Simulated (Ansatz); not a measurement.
# BClGeH₅NO: how energies converge with the basis set

How large a basis does BClGeH₅NO need? Two functionals are run in growing sets.

The runs use Ansatz 0.2.0, Gaussian basis; one geometry, several basis sets.

The runs, in order: PBE0-D4/def2-SVP; ωB97M-V/def2-SVP; PBE0-D4/def2-QZVPP; ωB97M-V/def2-QZVPP; the functionals' def2-TZVPP values are taken from earlier runs.

### Step 1. Structure used throughout

An earlier PBE0-D4 in a triple-zeta def2 set relaxation fixed the geometry.

SMILES `NB(Cl)[O][GeH3]`, 10 atoms, charge 0, spin multiplicity 1.

Atoms are counted from 1 here; the program's logs count them from 0.

Bond lengths: N1–B2 1.402 Å, N1–H6 1.005 Å, N1–H7 1.004 Å, B2–Cl3 1.786 Å, B2–O4 1.351 Å, O4–Ge5 1.782 Å, Ge5–H8 1.530 Å, Ge5–H9 1.534 Å, Ge5–H10 1.541 Å. Angles: B2–N1–H6 123.8°, B2–N1–H7 121.7°, H6–N1–H7 114.5°, N1–B2–Cl3 117.2°, N1–B2–O4 125.7°, Cl3–B2–O4 117.0°, B2–O4–Ge5 130.2°, O4–Ge5–H8 105.4°, O4–Ge5–H9 107.6°, O4–Ge5–H10 109.0°, H8–Ge5–H9 112.3°, H8–Ge5–H10 111.5°, H9–Ge5–H10 110.8°.

### Step 2. PBE0-D4 in def2-SVP

in.yaml

```yaml
crystal:
  periodic: [false, false, false]
  atoms:
    - {symbol: N, position_ang: [-0.472374, 1.268233, 0.965041]}
    - {symbol: B, position_ang: [-0.941984, -0.042066, 0.794372]}
    - {symbol: Cl, position_ang: [-2.307480, -0.561534, 1.822050]}
    - {symbol: O, position_ang: [-0.452045, -0.948155, -0.079853]}
    - {symbol: Ge, position_ang: [0.952762, -0.850026, -1.171947]}
    - {symbol: H, position_ang: [0.262975, 1.673977, 0.413775]}
    - {symbol: H, position_ang: [-0.889827, 1.895408, 1.628041]}
    - {symbol: H, position_ang: [0.591941, -1.719645, -2.377771]}
    - {symbol: H, position_ang: [2.171092, -1.387048, -0.409724]}
    - {symbol: H, position_ang: [1.167839, 0.619757, -1.581184]}
basis:
  gaussian: {orbitals: def2-SVP}
hamiltonian: {xc: pbe0, dispersion: d4}
output: {orbitals: {seedname: orbitals}}
```

After this run come: ωB97M-V in def2-SVP; PBE0-D4 in def2-QZVPP; ωB97M-V in def2-QZVPP.

**Question.** What will the summary of the whole plan be? Wanted: PBE0-D4: double and triple zeta above quadruple; ωB97M-V: double and triple zeta above quadruple.

**Answer**, as computed:

```
                                       quantity           value
PBE0-D4: double and triple zeta above quadruple  18.28, 1.86 eV
ωB97M-V: double and triple zeta above quadruple  18.29, 1.79 eV
```

For PBE0-D4 the step from double to triple zeta gains 16.43 eV and the next only 1.86 eV. These are total energies; as a rule much of such shifts cancels in differences, which this series doesn't test. The LUMO of ωB97M-V is positive and keeps falling with the basis (2.12 to 1.22 eV): an unbound level that the basis holds in place.
